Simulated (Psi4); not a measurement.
# TPSS/def2-SVPD (core potential) run of C2H3In (SMILES C#[C][InH2])

Aim: the vertical electron affinity of C2H3In at TPSS/def2-SVPD (core potential), from 2 runs. 

Program for the calculation: Psi4 1.11.

1 further run of the same task is left out (set aside as unsound or not needed). Runs told in other sessions of the task aren't counted.

## (1) Starting point

C2H3In has 6 atoms, charge 0, and is taken as a singlet. SMILES: `C#[C][InH2]`. Geometry: relaxed at PBE0-D4/def2-TZVP.

Bond lengths: C1–C2 1.210 Å, C2–In3 2.097 Å, C1–H4 1.067 Å, In3–H5 1.713 Å, In3–H6 1.713 Å. Angles: C1–C2–In3 180.0°, C2–C1–H4 180.0°, C2–In3–H5 117.0°, C2–In3–H6 117.0°, H5–In3–H6 126.0°.

## (2) The energy at TPSS/def2-SVPD (core potential)

The input, c2h3in.xyz:

```xyz
6
C2H3In
C     -0.186600    -1.928000     0.015100
C     -0.070400    -0.723400     0.005900
In     0.131900     1.363900    -0.010600
H     -0.289000    -2.989600     0.023300
H      0.673500     2.081500    -1.468800
H     -0.259400     2.195500     1.435000
```

The input, c2h3in_ase.py:

```python
import numpy as np
from ase.calculators.psi4 import Psi4
from ase.io import read

atoms = read('c2h3in.xyz')
calc = Psi4(atoms=atoms, method='tpss', basis='def2-SVPD', memory='2200MB', num_threads=1, charge=0, multiplicity=1, label='psi4-calc')
calc.psi4.set_options({'puream': True, 'e_convergence': 1e-09, 'd_convergence': 1e-08, 'scf_type': 'pk', 'dft_radial_points': 99, 'dft_spherical_points': 590})
atoms.calc = calc

print(f'energy: {atoms.get_potential_energy():.6f} eV')
```

On the command line:

```
$ python c2h3in_ase.py
```

psi4-calc.dat:

```text
[...]
    !!!  WARNING: ECP capability is in beta. Please check occupations closely.  !!!
[...]
  Running in c1 symmetry.
[...]
  Nuclear repulsion =   91.358346393140707
[...]
  Multiplicity = 1
[...]
  Nalpha       = 18
  Nbeta        = 18
[...]
    Number of basis functions: 96
[...]
   @RKS iter   1:  -267.49300138334974   -6.99934e-01   8.80676e-03 ADIIS/DIIS
[...]
   @RKS iter  11:  -267.92778830854627   -6.12772e-11   7.60219e-09 DIIS
[...]
    Orbital Energies [Eh]
    ---------------------
    Doubly Occupied:
       1A     -9.999426     2A     -9.986989     3A     -4.524654
       4A     -2.965294     5A     -2.952609     6A     -2.951506
       7A     -0.713100     8A     -0.704560     9A     -0.704029
      10A     -0.702432    11A     -0.699481    12A     -0.667457
      13A     -0.491173    14A     -0.412543    15A     -0.299938
      16A     -0.282584    17A     -0.255588    18A     -0.244551
[...]
  @RKS Final Energy:  -267.92778830854627
   => Energetics <=
    Nuclear Repulsion Energy =             91.3583463931407067
    One-Electron Energy =                -619.9889541751833804
    Two-Electron Energy =                 289.1996854333223155
    DFT Exchange-Correlation Energy =     -28.4968659598258647
    Empirical Dispersion Energy =           0.0000000000000000
    VV10 Nonlocal Energy =                  0.0000000000000000
    Total Energy =                       -267.9277883085462690
[...]
 Multipole Moments:
 ------------------------------------------------------------------------------------
     Multipole            Electronic (a.u.)      Nuclear  (a.u.)        Total (a.u.)
 ------------------------------------------------------------------------------------
 L = 1.  Multiply by 2.5417464519 to convert [e a0] to [Debye]
 Dipole X            :          3.2957385           -3.2900290            0.0057095
 Dipole Y            :         34.0525750          -33.9949526            0.0576224
 Dipole Z            :         -0.2660426            0.2657071           -0.0003355
 Magnitude           :                                                    0.0579056
[...]
```

Standard output:

```text
energy: -7290.686474 eV
```

Wall time 72 s (1 thread of Intel Xeon Platinum 8375C at 2.90GHz (Ice Lake), shared host); peak memory 1.1 GiB.

## (3) The doublet anion: energy and forces at UTPSS/def2-SVPD (core potential)

The input, c2h3in.py:

```python
import psi4

psi4.set_memory('2200 MB')
psi4.set_num_threads(1)
psi4.set_output_file('c2h3in.out', False)

geom = psi4.geometry("""
-1 2
C     -0.35262289    -3.64339197     0.02853486
C     -0.13303672    -1.36702788     0.01114938
In     0.24925488     2.57739746    -0.02003110
H     -0.54613085    -5.64952522     0.04403062
H      1.27273054     3.93346493    -2.77562973
H     -0.49019496     4.14889371     2.71175699
units au
symmetry c1
no_reorient
no_com
""")

psi4.set_options({
    'basis': 'def2-SVPD',
    'reference': 'uks',
    'puream': True,
    'e_convergence': 1e-09,
    'd_convergence': 1e-08,
    'scf_type': 'pk',
    'dft_radial_points': 99,
    'dft_spherical_points': 590,
    'maxiter': 100,
})

result, w = psi4.gradient("tpss", molecule=geom, return_wfn=True)
print('gradient / Eh bohr^-1')
print(result.np.round(6))
print(f'energy = {w.energy():.10f} Eh')
```

On the command line:

```
$ python c2h3in.py
```

c2h3in.out (excerpt; [...] marks lines left out):

```text
[...]
    !!!  WARNING: ECP capability is in beta. Please check occupations closely.  !!!
[...]
  Running in c1 symmetry.
[...]
  Nuclear repulsion =   91.358346432264852
[...]
  Multiplicity = 2
[...]
  Nalpha       = 19
  Nbeta        = 18
[...]
    Number of basis functions: 96
[...]
   @UKS iter   1:  -267.32013170149833   -5.26590e-01   9.94769e-03 ADIIS/DIIS
[...]
   @UKS iter  15:  -267.94119941224244   -3.58114e-12   4.05644e-09 DIIS
[...]
   @S^2 Observed:                7.541814348E-01
[...]
  @UKS Final Energy:  -267.94119941224244
   => Energetics <=
    Nuclear Repulsion Energy =             91.3583464322648524
    One-Electron Energy =                -627.2108643077008310
    Two-Electron Energy =                 296.5845481723431476
    DFT Exchange-Correlation Energy =     -28.6732297091496342
    Empirical Dispersion Energy =           0.0000000000000000
    VV10 Nonlocal Energy =                  0.0000000000000000
    Total Energy =                       -267.9411994122424403
  UHF NO Occupations:
  HONO-2 :   17  A 1.9995226
  HONO-1 :   18  A 1.9988693
[...]
 Multipole Moments:
 ------------------------------------------------------------------------------------
     Multipole            Electronic (a.u.)      Nuclear  (a.u.)        Total (a.u.)
 ------------------------------------------------------------------------------------
 L = 1.  Multiply by 2.5417464519 to convert [e a0] to [Debye]
 Dipole X            :         -2.7292567            2.5567996           -0.1724571
 Dipole Y            :        -28.2817547           26.4956610           -1.7860937
 Dipole Z            :          0.2164039           -0.2023898            0.0140141
 Magnitude           :                                                    1.7944550
[...]
  -Total Gradient:
     Atom            X                  Y                   Z
    ------   -----------------  -----------------  -----------------
       1        0.004763188158     0.049311929984    -0.000381867039
       2       -0.003945276042    -0.040852125434     0.000310487427
       3       -0.000830262345    -0.008553207877     0.000076985469
       4        0.000632851873     0.006543037936    -0.000049316121
       5       -0.002001220071    -0.003020655987     0.005284543098
       6        0.001380362280    -0.003432593291    -0.005240793486
[...]
```

On the terminal:

```text
gradient / Eh bohr^-1
[[ 4.7630e-03  4.9312e-02 -3.8200e-04]
 [-3.9450e-03 -4.0852e-02  3.1000e-04]
 [-8.3000e-04 -8.5530e-03  7.7000e-05]
 [ 6.3300e-04  6.5430e-03 -4.9000e-05]
 [-2.0010e-03 -3.0210e-03  5.2850e-03]
 [ 1.3800e-03 -3.4330e-03 -5.2410e-03]]
energy = -267.9411994122 Eh
```

Wall time 1.7 min (1 thread of Intel Xeon Platinum 8375C at 2.90GHz (Ice Lake), shared host); peak memory 1.1 GiB.

## (4) Summary of results

Level: TPSS/def2-SVPD (core potential).

| quantity | value |
| --- | --- |
| singlet C2H3In: total energy | -267.92779 Eh |
| singlet C2H3In: dipole moment | 0.15 D |
| singlet C2H3In: HOMO energy | -6.65 eV |
| singlet C2H3In: LUMO energy | -2.57 eV |
| singlet C2H3In: HOMO–LUMO gap | 4.08 eV |
| doublet anion: total energy | -267.94120 Eh |
| doublet anion: HOMO energy (highest over α and β) | 1.86 eV |
| doublet anion: LUMO energy (lowest over α and β) | 2.76 eV |
| doublet anion: ⟨S²⟩ | 0.754 |
| doublet anion: largest force on an atom | 2.548 eV/Å |
| vertical electron affinity (to the doublet anion) | 0.365 eV |

At fixed nuclei the extra electron is bound by 0.36 eV (35.2 kJ/mol). With no_com the log's rotational constants are taken about the origin, not the centre of mass, so they aren't the molecule's. The HOMO (doublet anion) lies at positive energy, 1.86 eV, from the functional's self-interaction, a short basis or an electron that isn't bound; only total energies against the neutral tell.
